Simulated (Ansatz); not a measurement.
CH₅NSSi, SMILES CS[Si]N, a rigid torsion scan

Computed with the Ansatz DFT code, driven from Python.

Notebook, run cell by cell (the value of a cell's last expression is shown):

**Cell 1**
```python
from dataclasses import dataclass

import ansatz as az
from ase import Atoms


@dataclass(frozen=True)
class Options:
    basis_set: str = "6-31G*"
    functional: str = "B3LYP"
    fmax: float = 0.02
```

**Cell 2**
```python
cfg = Options()
```

**Cell 3**
```python
atoms = Atoms(["C", "S", "Si", "N", "H", "H", "H", "H", "H"], positions=[
    (-0.4995, 0.4535, -1.7489),
    (0.1769, 0.7361, -0.1269),
    (-0.0784, -1.1621, 0.8106),
    (0.7281, -0.8643, 2.3448),
    (-0.4749, 1.4242, -2.3443),
    (-1.6039, 0.2409, -1.679),
    (0.0129, -0.2786, -2.3079),
    (1.6471, -0.5258, 2.2072),
    (0.1802, -0.0702, 2.8273),
])
```

**Cell 4**
```python
# relax first, so that the scan starts from a minimum
first = (
    az.Crystal.molecule_from_ase(atoms).calculation()
    .basis(gaussian=cfg.basis_set)
    .functional(cfg.functional)
    .relax(force_tolerance=cfg.fmax, max_steps=80)
)
atoms.positions = first.run().report["positions_ang"]
```

**Cell 5**
```python
start = atoms.get_dihedral(2, 1, 0, 4)
energies = {}
for turn in range(0, 121, 15):
    turned = atoms.copy()
    turned.set_dihedral(2, 1, 0, 4, start + turn, indices=[0, 4, 5, 6])
    setup = (
        az.Crystal.molecule_from_ase(turned).calculation()
        .basis(gaussian=cfg.basis_set)
        .functional(cfg.functional)
    )
    energies[round((start + turn) % 360)] = setup.run().report["free_energy_ev"]
floor = min(energies.values())
print("dihedral Si2-S1-C0-H4 (deg)   E - E(min) (kcal/mol)")
for angle, e in sorted(energies.items()):
    print(f"{angle:8d} {23.060548 * (e - floor):14.3f}  " + "#" * int(30 * (e - floor) / max(max(energies.values()) - floor, 1e-9)))
```
Output:
```text
dihedral Si2-S1-C0-H4 (deg)   E - E(min) (kcal/mol)
     121          0.000
     136          0.066  ####
     151          0.219  ###############
     166          0.365  #########################
     181          0.432  ##############################
     196          0.393  ###########################
     211          0.276  ###################
     226          0.160  ###########
     241          0.141  #########
```

Reading the output:
- The scan is rigid and the energies are electronic, in a modest basis. With rigid groups the curve can differ much from the relaxed path, the start wasn't checked as a minimum of this torsion, and equivalent turns needn't return to the same energy.
- b3lyp holds the VWN-RPA fit, as in Gaussian; the form of ORCA and Turbomole is b3lyp5.
- It ran for 75 s on 1 thread of Arm Neoverse V2, on a shared host, peak memory 0.23 GiB.
